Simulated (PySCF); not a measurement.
# Cs₂O: a ladder of methods

How much do the numbers for Cs₂O (singlet) hang on the method? All levels run at one geometry, the PBE0 minimum.

The runs use PySCF 2.14.0; several methods, basis O def2-TZVP, Cs def2-TZVP with ECP46, scalar-relativistic core potentials, no spin–orbit coupling, density fitting.

### 1 The system as given

3 atoms, charge 0, spin multiplicity 1.

Bond lengths: O1–Cs2 2.386 Å, O1–Cs3 2.386 Å. Angles: Cs2–O1–Cs3 180.0°.

```xyz
3
charge 0 multiplicity 1
O     0.0000    0.0000    0.0000
Cs    0.0000    0.0000    2.3863
Cs    0.0000    0.0000   -2.3863
```

### 2 PBE0

One driver script runs all steps and calls PySCF; scf.py shows the equivalent input of each level. Each SCF starts from the density of the minimum. The driver also runs the species with one electron less or more at the same geometry (one less: multiplicity 2); their logs are not shown.

scf.py reads:

```python
from pyscf import gto, scf, dft
mol = gto.M(atom='''
O     -0.000000     0.000000     0.000000
Cs     0.000000     0.000000     2.386273
Cs    -0.000000     0.000000    -2.386273''',
    basis={'O': 'def2-TZVP', 'Cs': 'def2-TZVP'},
    ecp={'Cs': 'def2-TZVP'},
    charge=0, spin=0)
mf = dft.RKS(mol, xc='PBE0')
mf.grids.atom_grid = (75, 302)
aux = {'O': 'def2-universal-JKFIT', 'Cs': 'def2-universal-JKFIT'}
mf = mf.density_fit(auxbasis=aux)
mf.conv_tol = 1e-08
mf.diis_space = 10
mf.max_cycle = 60
mf.verbose = 4
mf.kernel()
```

Run with:

```
$ OMP_NUM_THREADS=2 python axn.py task.json out
```

Standard output:

```text
init E= -115.483713075753
  HOMO = -0.111164026861887  LUMO = -0.0148166909559437  gap/eV = 2.62174
cycle= 1 E= -115.483713074545  delta_E= 1.21e-09  |g|= 7.92e-05  |ddm|= 8.16e-05
  HOMO = -0.111132167537626  LUMO = -0.0148155025346279  gap/eV = 2.62091
Extra cycle  E= -115.483713060718  delta_E= 1.38e-08  |g|= 0.000268  |ddm|= 0.000276
converged SCF energy = -115.483713060718
```

This level, with the species of one electron less or more, ran for 1.7 s (2 threads of Arm Neoverse N1, shared host).

* energy: -115.483713 Eh
* one electron less (charge +1): -115.325118 Eh (doublet, ⟨S²⟩ 0.75)
* Mulliken charge of O1: -1.12 e

### 3 HF

Edit scf.py of step 2 so:

```diff
@@ -9,2 +9 @@
-mf = dft.RKS(mol, xc='PBE0')
-mf.grids.atom_grid = (75, 302)
+mf = scf.RHF(mol)
```

Standard output, cut to the lines that bear on the results:

```text
[... the frontier levels of the middle cycles are left out ...]
init E= -114.544731758737
  HOMO = -0.222866793681164  LUMO = 0.0168383399982474  gap/eV = 6.52271
cycle= 1 E= -114.559052102688  delta_E= -0.0143  |g|= 0.0987  |ddm|= 0.493
  HOMO = -0.183733552793789  LUMO = 0.0172403867601631  gap/eV = 5.46878
cycle= 2 E= -114.559055668773  delta_E= -3.57e-06  |g|= 0.104  |ddm|= 0.125
  HOMO = -0.208615578118032  LUMO = 0.0173340031182327  gap/eV = 6.14840
cycle= 3 E= -114.561330993665  delta_E= -0.00228  |g|= 0.0141  |ddm|= 0.0885
cycle= 4 E= -114.561424600679  delta_E= -9.36e-05  |g|= 0.00322  |ddm|= 0.0343
cycle= 5 E= -114.561437440022  delta_E= -1.28e-05  |g|= 0.00155  |ddm|= 0.013
cycle= 6 E= -114.561440391443  delta_E= -2.95e-06  |g|= 0.000439  |ddm|= 0.00723
cycle= 7 E= -114.561440608301  delta_E= -2.17e-07  |g|= 5.1e-05  |ddm|= 0.00274
cycle= 8 E= -114.561440611328  delta_E= -3.03e-09  |g|= 1.1e-05  |ddm|= 0.000393
  HOMO = -0.210226508661857  LUMO = 0.0172211370709441  gap/eV = 6.18917
Extra cycle  E= -114.561440611528  delta_E= -2e-10  |g|= 5.86e-06  |ddm|= 5.93e-05
converged SCF energy = -114.561440611528
```

This level, with the species of one electron less or more, took 0.9 s.

```
energy                        : -114.561441 Eh
one electron less (charge +1) : -114.489468 Eh (doublet, ⟨S²⟩ 0.76)
Mulliken charge of O1         : -1.36 e
```

### 4 PBE

Edit scf.py of step 3 so:

```diff
@@ -9 +9,2 @@
-mf = scf.RHF(mol)
+mf = dft.RKS(mol, xc='PBE')
+mf.grids.atom_grid = (75, 302)
```

Standard output, cut to the lines that bear on the results:

```text
[... the frontier levels of the middle cycles are left out ...]
init E= -115.512891848078
  HOMO = -0.0601254912901199  LUMO = -0.0287514359402674  gap/eV = 0.85373
cycle= 1 E= -115.491373943874  delta_E= 0.0215  |g|= 0.314  |ddm|= 0.577
  HOMO = -0.20677686517559  LUMO = -0.0413999028282315  gap/eV = 4.50014
cycle= 2 E= -115.203469849752  delta_E= 0.288  |g|=  1.2  |ddm|= 1.26
  HOMO = -0.101221478301893  LUMO = -0.0355937828072862  gap/eV = 1.78582
cycle= 3 E= -115.506289233521  delta_E= -0.303  |g|= 0.187  |ddm|= 0.772
cycle= 4 E= -115.515652872587  delta_E= -0.00936  |g|= 0.0245  |ddm|= 0.266
cycle= 5 E= -115.515825046247  delta_E= -0.000172  |g|= 0.00627  |ddm|= 0.0359
cycle= 6 E= -115.515833788158  delta_E= -8.74e-06  |g|= 0.000905  |ddm|= 0.00469
cycle= 7 E= -115.515833972888  delta_E= -1.85e-07  |g|= 0.000262  |ddm|= 0.000891
cycle= 8 E= -115.515833989242  delta_E= -1.64e-08  |g|= 5.42e-05  |ddm|= 0.000273
cycle= 9 E= -115.515833989925  delta_E= -6.83e-10  |g|= 2.28e-06  |ddm|= 5.18e-05
  HOMO = -0.0806088143352433  LUMO = -0.032380267513595  gap/eV = 1.31237
Extra cycle  E= -115.515833989889  delta_E= 3.62e-11  |g|= 1.3e-05  |ddm|= 1.35e-05
converged SCF energy = -115.515833989889
```

This level, with the species of one electron less or more, took 3.3 s.

```
energy                        : -115.515834 Eh
one electron less (charge +1) : -115.339293 Eh (doublet, ⟨S²⟩ 0.75)
Mulliken charge of O1         : -1.00 e
```

### 5 CCSD(T)

Edit scf.py of step 4 so:

```diff
@@ -9,2 +9 @@
-mf = dft.RKS(mol, xc='PBE')
-mf.grids.atom_grid = (75, 302)
+mf = scf.RHF(mol)
@@ -17,0 +17,3 @@
+from pyscf import cc
+mycc = cc.CCSD(mf, frozen=1).run()
+mycc.ccsd_t()
```

The SCF cycles repeat those of step 3.

Standard output:

```text
CCSD nocc = 12, nmo = 88
Init t2, MP2 energy = -115.062806163379  E_corr(MP2) -0.501365551850568
RCCSD converged
E(RCCSD) = -115.0555647819101  E_corr = -0.4941241703820262
RCCSD(T) correction = -0.0186266926263032
```

This level took 96 s.

- energy: -115.074191 Eh
- MP2 correlation in its own fitting basis (same spin, opposite spin): -0.50138 Eh (-0.14354, -0.35784)
- CCSD, (T): -0.49412, -0.01863 Eh; T1 0.028, D1 0.112

Left undone: coupled cluster skipped for cost (one electron less).

### 6 r2SCAN

Edit scf.py of step 5 so:

```diff
@@ -9 +9,2 @@
-mf = scf.RHF(mol)
+mf = dft.RKS(mol, xc='R2SCAN')
+mf.grids.atom_grid = (90, 434)
@@ -17,3 +17,0 @@
-from pyscf import cc
-mycc = cc.CCSD(mf, frozen=1).run()
-mycc.ccsd_t()
```

Standard output:

```text
init E= -115.554569026383
  HOMO = -0.0717568197691763  LUMO = -0.0129006964787689  gap/eV = 1.60156
cycle= 1 E= -115.554930691805  delta_E= -0.000362  |g|= 0.0264  |ddm|= 0.163
  HOMO = -0.0850249674165324  LUMO = -0.0146874818515553  gap/eV = 1.91398
cycle= 2 E= -115.551656411084  delta_E= 0.00327  |g|= 0.124  |ddm|= 0.141
  HOMO = -0.076161756813647  LUMO = -0.0141709575952332  gap/eV = 1.68686
cycle= 3 E= -115.555099095307  delta_E= -0.00344  |g|= 0.0116  |ddm|= 0.0948
  HOMO = -0.0751525599601746  LUMO = -0.0141378071777754  gap/eV = 1.66030
cycle= 4 E= -115.555137301198  delta_E= -3.82e-05  |g|= 0.00104  |ddm|= 0.0157
  HOMO = -0.0751900970517756  LUMO = -0.0141634551126579  gap/eV = 1.66062
cycle= 5 E= -115.55513761293  delta_E= -3.12e-07  |g|= 0.000157  |ddm|= 0.00145
  HOMO = -0.0752032998925281  LUMO = -0.014173390135646  gap/eV = 1.66071
cycle= 6 E= -115.555137618581  delta_E= -5.65e-09  |g|= 6.59e-05  |ddm|= 0.000381
  HOMO = -0.0752373754630788  LUMO = -0.0141781784421888  gap/eV = 1.66151
Extra cycle  E= -115.555137598249  delta_E= 2.03e-08  |g|= 0.00031  |ddm|= 0.000328
converged SCF energy = -115.555137598249
```

This level, with the species of one electron less or more, ran for 6.8 s (2 threads of Arm Neoverse N1, shared host).

```
energy                        : -115.555138 Eh
one electron less (charge +1) : -115.395668 Eh (doublet, ⟨S²⟩ 0.76)
Mulliken charge of O1         : -1.08 e
```

### 7 B3LYP

Edit scf.py of step 6 so:

```diff
@@ -9,2 +9,2 @@
-mf = dft.RKS(mol, xc='R2SCAN')
-mf.grids.atom_grid = (90, 434)
+mf = dft.RKS(mol, xc='B3LYP')
+mf.grids.atom_grid = (75, 302)
```

Standard output, cut to the lines that bear on the results:

```text
[... the frontier levels of the middle cycles are left out ...]
init E= -115.580887804757
  HOMO = -0.103263404956954  LUMO = -0.0212790372042549  gap/eV = 2.23091
cycle= 1 E= -115.581582433864  delta_E= -0.000695  |g|= 0.023  |ddm|= 0.145
  HOMO = -0.103850574809846  LUMO = -0.0225849899911647  gap/eV = 2.21135
cycle= 2 E= -115.58132085558  delta_E= 0.000262  |g|= 0.0431  |ddm|= 0.0364
  HOMO = -0.108579361103043  LUMO = -0.0227262655458965  gap/eV = 2.33618
cycle= 3 E= -115.581526033446  delta_E= -0.000205  |g|= 0.0237  |ddm|= 0.0468
cycle= 4 E= -115.581661155859  delta_E= -0.000135  |g|= 0.00173  |ddm|= 0.0252
cycle= 5 E= -115.5816618523  delta_E= -6.96e-07  |g|= 0.000255  |ddm|= 0.002
cycle= 6 E= -115.581661870112  delta_E= -1.78e-08  |g|= 2.86e-05  |ddm|= 0.00036
cycle= 7 E= -115.581661870483  delta_E= -3.71e-10  |g|= 2.5e-06  |ddm|= 7.71e-05
  HOMO = -0.106151132100344  LUMO = -0.0226344127049041  gap/eV = 2.27261
Extra cycle  E= -115.581661870488  delta_E= -5.14e-12  |g|= 9.96e-07  |ddm|= 1.13e-05
converged SCF energy = -115.581661870488
```

This level, with the species of one electron less or more, took 2.5 s.

- energy: -115.581662 Eh
- one electron less (charge +1): -115.418223 Eh (doublet, ⟨S²⟩ 0.75)
- Mulliken charge of O1: -1.09 e

### 8 TPSSh

Edit scf.py of step 7 so:

```diff
@@ -9,2 +9,2 @@
-mf = dft.RKS(mol, xc='B3LYP')
-mf.grids.atom_grid = (75, 302)
+mf = dft.RKS(mol, xc='TPSSH')
+mf.grids.atom_grid = (90, 434)
```

Standard output:

```text
init E= -115.578282667699
  HOMO = -0.083950984004843  LUMO = -0.0197291221074916  gap/eV = 1.74757
cycle= 1 E= -115.578322055878  delta_E= -3.94e-05  |g|= 0.0379  |ddm|= 0.128
  HOMO = -0.102746763077453  LUMO = -0.0214758931301213  gap/eV = 2.21149
cycle= 2 E= -115.57262667663  delta_E= 0.0057  |g|= 0.166  |ddm|= 0.181
  HOMO = -0.090109383591651  LUMO = -0.0209442100470905  gap/eV = 1.88208
cycle= 3 E= -115.578664234901  delta_E= -0.00604  |g|= 0.0142  |ddm|= 0.125
  HOMO = -0.0886278349584978  LUMO = -0.0208676520866003  gap/eV = 1.84385
cycle= 4 E= -115.578719205727  delta_E= -5.5e-05  |g|= 0.00108  |ddm|= 0.0172
  HOMO = -0.0886466680776501  LUMO = -0.0208875447509812  gap/eV = 1.84382
cycle= 5 E= -115.578719551173  delta_E= -3.45e-07  |g|= 0.000166  |ddm|= 0.00156
  HOMO = -0.0886631761925703  LUMO = -0.0208995853270514  gap/eV = 1.84394
cycle= 6 E= -115.578719558027  delta_E= -6.85e-09  |g|= 2.17e-05  |ddm|= 0.000189
  HOMO = -0.0886744771782586  LUMO = -0.0209018773525482  gap/eV = 1.84419
Extra cycle  E= -115.578719556229  delta_E= 1.8e-09  |g|= 9.3e-05  |ddm|= 0.000102
converged SCF energy = -115.578719556229
```

This level, with the species of one electron less or more, took 6.6 s.

* energy: -115.578720 Eh
* one electron less (charge +1): -115.418062 Eh (doublet, ⟨S²⟩ 0.75)
* Mulliken charge of O1: -1.10 e

### 9 HSE06

Edit scf.py of step 8 so:

```diff
@@ -9,2 +9,2 @@
-mf = dft.RKS(mol, xc='TPSSH')
-mf.grids.atom_grid = (90, 434)
+mf = dft.RKS(mol, xc='HSE06')
+mf.grids.atom_grid = (75, 302)
```

Standard output:

```text
init E= -115.490327264255
  HOMO = -0.097191573047393  LUMO = -0.0239771566743548  gap/eV = 1.99227
cycle= 1 E= -115.490363822138  delta_E= -3.66e-05  |g|= 0.00351  |ddm|= 0.0426
  HOMO = -0.0993229262877779  LUMO = -0.0243078441454023  gap/eV = 2.04126
cycle= 2 E= -115.490328622379  delta_E= 3.52e-05  |g|= 0.0128  |ddm|= 0.0185
  HOMO = -0.0983184487015628  LUMO = -0.0242476144874185  gap/eV = 2.01557
cycle= 3 E= -115.490367535886  delta_E= -3.89e-05  |g|= 0.00183  |ddm|= 0.0106
  HOMO = -0.0980693274715869  LUMO = -0.024204864674709  gap/eV = 2.00995
cycle= 4 E= -115.490368705371  delta_E= -1.17e-06  |g|= 0.000477  |ddm|= 0.00323
  HOMO = -0.0980237953964248  LUMO = -0.0241989514445669  gap/eV = 2.00888
cycle= 5 E= -115.490368755976  delta_E= -5.06e-08  |g|= 2.87e-05  |ddm|= 0.000439
  HOMO = -0.0980267639261138  LUMO = -0.0242005091667178  gap/eV = 2.00891
cycle= 6 E= -115.490368756198  delta_E= -2.22e-10  |g|= 4.05e-06  |ddm|= 3.82e-05
  HOMO = -0.0980277121851684  LUMO = -0.0242005268700844  gap/eV = 2.00894
Extra cycle  E= -115.490368756157  delta_E= 4.1e-11  |g|= 1.45e-05  |ddm|= 1.67e-05
converged SCF energy = -115.490368756157
```

This level, with the species of one electron less or more, took 3.7 s.

| Quantity | Value |
| --- | --- |
| energy | -115.490369 Eh |
| one electron less (charge +1) | -115.331422 Eh (doublet, ⟨S²⟩ 0.75) |
| Mulliken charge of O1 | -1.12 e |

### 10 BP86

Edit scf.py of step 9 so:

```diff
@@ -9 +9 @@
-mf = dft.RKS(mol, xc='HSE06')
+mf = dft.RKS(mol, xc='B88,P86')
```

Standard output, cut to the lines that bear on the results:

```text
[... the frontier levels of the middle cycles are left out ...]
init E= -115.671603223829
  HOMO = -0.064336834796024  LUMO = -0.0246569472416194  gap/eV = 1.07974
cycle= 1 E= -115.657662347185  delta_E= 0.0139  |g|= 0.261  |ddm|= 0.58
  HOMO = -0.186130681394778  LUMO = -0.0350956916820345  gap/eV = 4.10987
cycle= 2 E= -115.438744451885  delta_E= 0.219  |g|= 1.05  |ddm|= 1.18
  HOMO = -0.0982521561206997  LUMO = -0.0306338886932995  gap/eV = 1.83999
cycle= 3 E= -115.669026463052  delta_E= -0.23  |g|= 0.141  |ddm|= 0.724
cycle= 4 E= -115.674336007351  delta_E= -0.00531  |g|= 0.017  |ddm|= 0.22
cycle= 5 E= -115.674416775773  delta_E= -8.08e-05  |g|= 0.00558  |ddm|= 0.0243
cycle= 6 E= -115.674423391163  delta_E= -6.62e-06  |g|= 0.00104  |ddm|= 0.00379
cycle= 7 E= -115.67442363139  delta_E= -2.4e-07  |g|= 0.000294  |ddm|= 0.000934
cycle= 8 E= -115.674423651916  delta_E= -2.05e-08  |g|= 2.61e-05  |ddm|= 0.000311
cycle= 9 E= -115.674423652064  delta_E= -1.48e-10  |g|= 2.53e-06  |ddm|= 1.94e-05
  HOMO = -0.0834653823351566  LUMO = -0.0279157407133071  gap/eV = 1.51158
Extra cycle  E= -115.674423652022  delta_E= 4.2e-11  |g|= 1.42e-05  |ddm|= 1.59e-05
converged SCF energy = -115.674423652022
```

This level, with the species of one electron less or more, ran for 3.2 s (2 threads of Arm Neoverse N1, shared host).

| Property | Result |
| --- | --- |
| energy | -115.674424 Eh |
| one electron less (charge +1) | -115.495088 Eh (doublet, ⟨S²⟩ 0.75) |
| Mulliken charge of O1 | -1.02 e |

### 11 Comparison of the levels

| level | atomisation energy (kJ/mol) | vertical ionisation energy (eV) | −ε(HOMO) (eV) | gap (eV) | wall time |
| --- | --- | --- | --- | --- | --- |
| PBE0 | 486 | 4.32 | 3.02 | 2.62 | 1.7 s |
| HF | 93 | 1.96 | 5.72 | 6.19 | 0.9 s |
| PBE | 556 | 4.80 | 2.19 | 1.31 | 3.3 s |
| CCSD(T) | 428 | – | – | – | 96 s |
| r2SCAN | 524 | 4.34 | 2.05 | 1.66 | 6.8 s |
| B3LYP | 489 | 4.45 | 2.89 | 2.27 | 2.5 s |
| TPSSh | 513 | 4.37 | 2.41 | 1.84 | 6.6 s |
| HSE06 | 486 | 4.33 | 2.67 | 2.01 | 3.7 s |
| BP86 | 555 | 4.88 | 2.27 | 1.51 | 3.2 s |

Times are for 2 threads of Arm Neoverse N1, shared host; PBE0 starts from its own converged density, so its time is not comparable. A dash stands where a species or a free atom was not run at that level, or the quantity is not defined.

Atomisation goes to high-spin atoms in their ground configurations, run at the same level, without zero-point energy.

### 12 Outcome

| quantity | value |
| --- | --- |
| atomisation energy, CCSD(T) in this basis | 428 kJ/mol |
| vertical ionisation energy, range | 1.96 (HF) to 4.88 (BP86) eV |
| orbital gap, range | 1.31 (PBE) to 6.19 (HF) eV |
| T1, D1 | 0.028, 0.112 |

In words: The functionals' atomisation energies stand +58 kJ/mol (PBE0) to +128 kJ/mol (PBE) from CCSD(T); much of that can be the slow basis convergence of CCSD(T), which binds tens of kJ/mol more at its limit, so it ranks no functional. HF lacks the correlation that pairing electrons in bonds brings, so it binds too weakly, by 335 kJ/mol even against this CCSD(T). T1 is large, so single-reference CCSD(T) is itself in doubt here.  Spin–orbit coupling is left out.
